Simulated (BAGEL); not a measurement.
# C2H5BO (SMILES BOC=C): PBE0/def2-SVP (density fitting with qzvpp-jkfit)

Aim: the energy change on altering one bond length of C2H5BO at PBE0/def2-SVP (density fitting with qzvpp-jkfit), from 2 runs. 

Program for the calculation: BAGEL 1.2.2.

3 further runs of the same task are left out: 3 set aside as unsound or not needed.

### Step 1. The structure to begin with

C2H5BO: 9 atoms, total charge 0, spin state singlet. As SMILES, `BOC=C`. Geometry: relaxed at PBE0-D4/def2-TZVP. This is one conformer, not always the lowest.

Bond lengths: B1–O2 1.350 Å, O2–C3 1.366 Å, C3–C4 1.321 Å, B1–H5 1.193 Å, B1–H6 1.201 Å, C3–H7 1.087 Å, C4–H8 1.081 Å, C4–H9 1.083 Å. Angles: B1–O2–C3 122.1°, O2–C3–C4 121.5°, O2–B1–H5 116.7°, O2–B1–H6 119.8°, O2–C3–H7 114.8°, C4–C3–H7 123.7°, C3–C4–H8 119.7°, C3–C4–H9 121.3°, H5–B1–H6 123.6°, H8–C4–H9 119.0°.

### Step 2. The energy at PBE0/def2-SVP (density fitting with qzvpp-jkfit)

File dft.json:

```json
{ "bagel" : [

{
  "title" : "molecule",
  "basis" : "svp",
  "df_basis" : "qzvpp-jkfit",
  "angstrom" : true,
  "geometry" : [
    { "atom" : "B", "xyz" : [   -0.224500,    1.789200,   -0.267000 ] },
    { "atom" : "O", "xyz" : [    0.096200,    0.521900,   -0.603800 ] },
    { "atom" : "C", "xyz" : [    0.011700,   -0.509900,    0.286900 ] },
    { "atom" : "C", "xyz" : [    0.329600,   -1.745100,   -0.055400 ] },
    { "atom" : "H", "xyz" : [   -0.114900,    2.614700,   -1.121900 ] },
    { "atom" : "H", "xyz" : [   -0.597500,    2.033600,    0.847700 ] },
    { "atom" : "H", "xyz" : [   -0.332700,   -0.228700,    1.279200 ] },
    { "atom" : "H", "xyz" : [    0.251800,   -2.540000,    0.672900 ] },
    { "atom" : "H", "xyz" : [    0.668900,   -1.981800,   -1.055800 ] }
  ]
},
{ "title" : "ks", "xc_func" : "pbe0" },
{ "title" : "print", "file" : "orbitals.molden", "orbitals" : true }

]}
```

On the command line:

```bash
$ BAGEL_NUM_THREADS=1 BAGEL dft.json > dft.out
```

Log:

```text
* using 1 threads per process

  ===============================================================
  ===============================================================

  *** Geometry ***

  { "atom" : "B", "xyz" : [     -0.424244,      3.381098,     -0.504557 ] },
  { "atom" : "O", "xyz" : [      0.181792,      0.986248,     -1.141017 ] },
  { "atom" : "C", "xyz" : [      0.022110,     -0.963571,      0.542162 ] },
  { "atom" : "C", "xyz" : [      0.622854,     -3.297761,     -0.104691 ] },
  { "atom" : "H", "xyz" : [     -0.217130,      4.941067,     -2.120084 ] },
  { "atom" : "H", "xyz" : [     -1.129111,      3.842947,      1.601921 ] },
  { "atom" : "H", "xyz" : [     -0.628712,     -0.432180,      2.417338 ] },
  { "atom" : "H", "xyz" : [      0.475833,     -4.799904,      1.271597 ] },
  { "atom" : "H", "xyz" : [      1.264038,     -3.745059,     -1.995173 ] },

  Number of auxiliary basis functions:      392

  Since a DF basis is specified, we compute 2- and 3-index integrals:
    o Being stored without compression. Storage requirement is 0.021 GB

  Number of basis functions:       81
  Number of electrons      :       30

    * METHOD: MOLECULE                             0.15

  *** Kohn-Sham DFT ***

    * Removing 15880 points whose weight is below 1.00e-10
    * Grid points: 118274

  === Nuclear Repulsion ===
   104.8523411663

       - DIIS with orbital gradients will be used.

  === KS iteration (pbe0 / svp) ===
      0       -148.76088672          0.14813486           0.31
      1       -141.85653844          0.14135192           0.29
      2       -151.96891307          0.17026633           0.28
      3       -170.14604127          0.09231615           0.29
      4       -174.33956718          0.08113841           0.29
      5       -176.14303881          0.06041171           0.29
      6       -178.61435335          0.02717533           0.28
      7       -178.78431967          0.02015930           0.28
      8       -178.92623842          0.00514630           0.29
      9       -178.93850153          0.00181674           0.29
     10       -178.93985551          0.00051729           0.29
     11       -178.93997154          0.00008842           0.29
     12       -178.93997478          0.00003101           0.29
     13       -178.93997517          0.00000587           0.29
     14       -178.93997518          0.00000178           0.29
     15       -178.93997518          0.00000067           0.29
     16       -178.93997518          0.00000013           0.29
     17       -178.93997518          0.00000003           0.29
     18       -178.93997518          0.00000002           0.29
     19       -178.93997518          0.00000000           0.29
    * SCF iteration converged.

    * Permanent dipole moment:
           (    0.053347,     0.303877,    -0.358272) a.u.

    * METHOD: KS                                   6.43

    * METHOD: PRINT                                0.02

  ===============================================================
```

Run time: 6.9 s. Hardware: 1 thread of Arm Neoverse V1, shared host; peak memory 0.43 GiB.

### Step 3. The distorted shape

File job.json:

```json
{ "bagel": [

{
  "title": "molecule",
  "basis": "svp",
  "df_basis": "qzvpp-jkfit",
  "angstrom": "true",
  "geometry": [
    { "atom": "B", "xyz": [   -0.319879,    2.159795,   -0.164300 ] },
    { "atom": "O", "xyz": [    0.000821,    0.892495,   -0.501100 ] },
    { "atom": "C", "xyz": [   -0.083679,   -0.139305,    0.389600 ] },
    { "atom": "C", "xyz": [    0.329600,   -1.745100,   -0.055400 ] },
    { "atom": "H", "xyz": [   -0.210279,    2.985295,   -1.019200 ] },
    { "atom": "H", "xyz": [   -0.692879,    2.404195,    0.950400 ] },
    { "atom": "H", "xyz": [   -0.428079,    0.141895,    1.381900 ] },
    { "atom": "H", "xyz": [    0.251800,   -2.540000,    0.672900 ] },
    { "atom": "H", "xyz": [    0.668900,   -1.981800,   -1.055800 ] }
  ]
},
{ "title": "ks", "xc_func": "pbe0" },
{ "title": "print", "file": "orbitals.molden", "orbitals": "true" }

]}
```

On the command line:

```bash
$ BAGEL_NUM_THREADS=1 BAGEL job.json > job.out
```

Log:

```text
* using 1 threads per process

  ===============================================================
  ===============================================================

  *** Geometry ***

  { "atom" : "B", "xyz" : [     -0.604484,      4.081421,     -0.310482 ] },
  { "atom" : "O", "xyz" : [      0.001551,      1.686571,     -0.946942 ] },
  { "atom" : "C", "xyz" : [     -0.158130,     -0.263248,      0.736237 ] },
  { "atom" : "C", "xyz" : [      0.622854,     -3.297761,     -0.104691 ] },
  { "atom" : "H", "xyz" : [     -0.397370,      5.641390,     -1.926009 ] },
  { "atom" : "H", "xyz" : [     -1.309352,      4.543270,      1.795996 ] },
  { "atom" : "H", "xyz" : [     -0.808952,      0.268143,      2.611413 ] },
  { "atom" : "H", "xyz" : [      0.475833,     -4.799904,      1.271597 ] },
  { "atom" : "H", "xyz" : [      1.264038,     -3.745059,     -1.995173 ] },

  Number of auxiliary basis functions:      392

  Since a DF basis is specified, we compute 2- and 3-index integrals:
    o Being stored without compression. Storage requirement is 0.021 GB

  Number of basis functions:       81
  Number of electrons      :       30

    * METHOD: MOLECULE                             0.15

  *** Kohn-Sham DFT ***

    * Removing 15164 points whose weight is below 1.00e-10
    * Grid points: 118990

  === Nuclear Repulsion ===
    98.3959583095

       - DIIS with orbital gradients will be used.

  === KS iteration (pbe0 / svp) ===
      0       -143.00975290          0.15976757           0.31
      1       -134.80741572          0.13673385           0.29
      2       -140.41779867          0.20829397           0.29
      3       -160.36090560          0.13302270           0.29
      4       -167.26689310          0.11206771           0.29
      5       -171.39145716          0.10490809           0.29
      6       -173.24709411          0.08199166           0.29
      7       -120.77628174          0.20661520           0.30
      8       -177.80290240          0.04434791           0.29
      9       -178.68580106          0.01637973           0.30
     10       -178.79018865          0.01054118           0.29
     11       -178.83734224          0.00501318           0.29
     12       -178.84444468          0.00240285           0.29
     13       -178.84684239          0.00047747           0.29
     14       -178.84691814          0.00020954           0.30
     15       -178.84693758          0.00004689           0.29
     16       -178.84693867          0.00001150           0.29
     17       -178.84693873          0.00000317           0.29
     18       -178.84693873          0.00000083           0.30
     19       -178.84693873          0.00000038           0.30
     20       -178.84693873          0.00000013           0.30
     21       -178.84693873          0.00000007           0.30
     22       -178.84693873          0.00000002           0.30
     23       -178.84693873          0.00000000           0.30
    * SCF iteration converged.

    * Permanent dipole moment:
           (    0.078756,     0.135057,    -0.344515) a.u.

    * METHOD: KS                                   7.73

    * METHOD: PRINT                                0.02

  ===============================================================
```

It took 8.1 s on 1 thread of Arm Neoverse V1, shared host; peak memory 0.43 GiB.

### Step 4. Results

Level: PBE0/def2-SVP (density fitting with qzvpp-jkfit).

| quantity | value |
| --- | --- |
| first shape: total energy | -178.93998 Eh |
| first shape: dipole moment | 1.20 D |
| first shape: HOMO energy | -7.49 eV |
| first shape: LUMO energy | -0.68 eV |
| first shape: HOMO–LUMO gap | 6.81 eV |
| distorted shape: total energy | -178.84694 Eh |
| distorted shape: dipole moment | 0.96 D |
| distorted shape: HOMO energy | -6.29 eV |
| distorted shape: LUMO energy | -1.68 eV |
| distorted shape: HOMO–LUMO gap | 4.61 eV |
| energy change with the C3–C4 bond stretched from 1.321 to 1.717 Å | 2.532 eV |

**Reading.** With the C3–C4 bond stretched from 1.321 to 1.717 Å the energy rises by 2.53 eV (244 kJ/mol). The first shape isn't relaxed at this level, so the change isn't measured from a minimum.
